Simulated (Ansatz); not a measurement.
# MgB2: how the settings move a single-point run

How sensitive is a single-point run of MgB2 to its settings? A reference run comes first, then one run with altered input.

Method: reference: DFT, LDA, PAW with Ansatz's default frozen-core files, scalar-relativistic; levels and slopes on a fine mesh, independent-particle optical spectra, in Ansatz 0.2.0.

1 further run of the same task is left out (it didn't finish).

### 1 The starting structure

It takes space group P6/mmm (No. 191, hexagonal). The conventional cell has a = 3.037 Å, b = 3.037 Å, c = 3.451 Å, α = 90.00°, β = 90.00°, γ = 120.00°. Around Mg (site symmetry 6/mmm) lie 12 B at 2.46 Å. Around B (site symmetry -6m2) lie 3 B at 1.75 Å and 6 Mg at 2.46 Å.

As a file:

```
Mg B
1.0
     3.03717    0.00000    0.00000
    -1.51859    2.63027    0.00000
     0.00000    0.00000    3.45106
Mg B
1 2
Direct
  0.00000 0.00000 0.00000
  0.33333 0.66667 0.50000
  0.66667 0.33333 0.50000
```

### 2 Baseline

File input.yaml:

```yaml
crystal:
  lattice:
    - [3.03717008415, 0.0, 0.0]
    - [-1.51858504208, 2.63026644848, 0.0]
    - [0.0, 0.0, 3.45106422767]
  atoms:
    - { symbol: Mg, position: [0.0, 0.0, 0.0] }
    - { symbol: B, position: [0.333333333333, 0.666666666667, 0.5] }
    - { symbol: B, position: [0.666666666667, 0.333333333333, 0.5] }
kpoints:
  mp_grid: { grid: [12, 12, 10] }
scf:
  occupations: { method: fermi_dirac, width: 0.1 }
hamiltonian:
  xc: lda
  pseudopotentials: { kind: paw }
output:
  forces: true
  stress: true
  eigenvalues: true
  eigenstates:
    nscf_kmesh: { grid: [16, 16, 12] }
    de_dk: true
    e_range: [-14, 14]
  optics:
    e_range: [0, 30]
    de: 0.2
    sigma: 0.2
    bands: { spectra_wanted_up_to: 30 }
    nscf_kmesh: { grid: [16, 16, 12] }
    drude_damping: 0.03
checkpoint:
  write: ck
  write_wavefunctions: false
```

On the command line:

```
$ ansatz run input.yaml --threads 2 --pin off --max-ram 6144MiB --backend cpu --events-out ev --progress --plain --runs-dir out
```

### 3 Variant: scf.algorithm density_mixing

Edit input.yaml of step 2 so:

```diff
@@ -13,2 +13,3 @@
   occupations: { method: fermi_dirac, width: 0.1 }
+  algorithm: density_mixing
 hamiltonian:
```

What does the calculation give? Wanted: for each run, ending; energy change; pressure; gap; force.

**Answer**, as computed:

| run | ending | energy change | pressure (GPa) | gap (eV) | force (eV/Å) | cycles | time |
| --- | --- | --- | --- | --- | --- | --- | --- |
| reference | converged | 0 | 0.0 | 0.00 | 0.00 | - | 55 s |
| 1: scf.algorithm density_mixing | converged | 0.0 meV/atom | 0.0 | 0.00 | 0.00 | 8 | 56 s |

Residual by cycle in the longest SCF loop of each run; runs are numbered as in the table. The quantity is the density residual dr2, in eV.

| cycle | reference | run 1 |
| --- | --- | --- |
| 1 | 0.00522 | 0.00522 |
| 2 | 0.00163 | 0.00163 |
| 3 | 1.3e-4 | 1.3e-4 |
| 4 | 1.1e-5 | 1.1e-5 |
| 5 | 9.5e-7 | 9.5e-7 |
| 6 | 1.9e-8 | 1.9e-8 |
| 7 | 5.4e-11 | 5.4e-11 |
| 8 | 2.2e-13 | 2.2e-13 |

What this shows: Energy and cycle count are those of the reference, so the change (solver) left the result and the number of cycles as they were.
